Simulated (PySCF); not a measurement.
# H3O3Tb (Tb(OH)3+): the cost of one run

The runs use PySCF 2.14.0; PBE0, Tb lcecp-2-SVP with ECP53, O def2-SVP, H def2-SVP; scalar-relativistic core potentials, no spin–orbit coupling.

1 further run of the same task is left out (for a known fault of the program).

## Step 1: Where the work starts

7 atoms, charge 1, spin multiplicity 1.

Bond lengths: Tb1–O2 2.042 Å, Tb1–O4 2.042 Å, Tb1–O6 2.042 Å, O2–H3 0.966 Å, O4–H5 0.966 Å, O6–H7 0.966 Å. Angles: O2–Tb1–O4 120.0°, O2–Tb1–O6 120.0°, O4–Tb1–O6 120.0°, Tb1–O2–H3 158.7°, Tb1–O4–H5 158.7°, Tb1–O6–H7 158.7°.

Geometry (Å):

```xyz
7
charge 1, multiplicity 1
Tb    0.00000    0.00000    0.00000
O     2.04160    0.00000    0.00000
H     2.94160    0.00000    0.35000
O    -1.02080    1.76810    0.00000
H    -1.47080    2.54750    0.35000
O    -1.02080   -1.76810    0.00000
H    -1.47080   -2.54750    0.35000
```

Formal oxidation states: Tb +4. Each metal's 7 4f electrons lie in its core potential, so multiplicities, spins and levels count the valence alone.

## Step 2: SCF at the start, singlet

Input file run.py (the lines that set the calculation):

```python
mol = gto.M(atom='''
Tb     0.00000     0.00000     0.00000
O      2.04160     0.00000     0.00000
H      2.94160     0.00000     0.35000
O     -1.02080     1.76810     0.00000
H     -1.47080     2.54750     0.35000
O     -1.02080    -1.76810     0.00000
H     -1.47080    -2.54750     0.35000''',
    basis={'Tb': 'lcecp-2-SVP', 'O': 'def2-SVP', 'H': 'def2-SVP'},
    ecp={'Tb': 'lcecp-2-SVP'},
    charge=1, spin=0)
mf = dft.RKS(mol, xc='PBE0')
mf.grids.atom_grid = (50, 194)  # f atoms: unpruned, at least (60, 302)
mf = mf.density_fit()  # fitting sets: Tb AutoAux, O def2-universal-JKFIT, H def2-universal-JKFIT
mf.conv_tol = 1e-08; mf.max_cycle = 55
mf.kernel(dm0)  # dm0: free metal ions and neutral atoms
```

Run with:

```bash
> OMP_NUM_THREADS=2 python run.py
```

What time and memory should one allow on 2 threads of Arm Neoverse V2, shared host?

About 2 s, with a peak of 0.5 GiB.
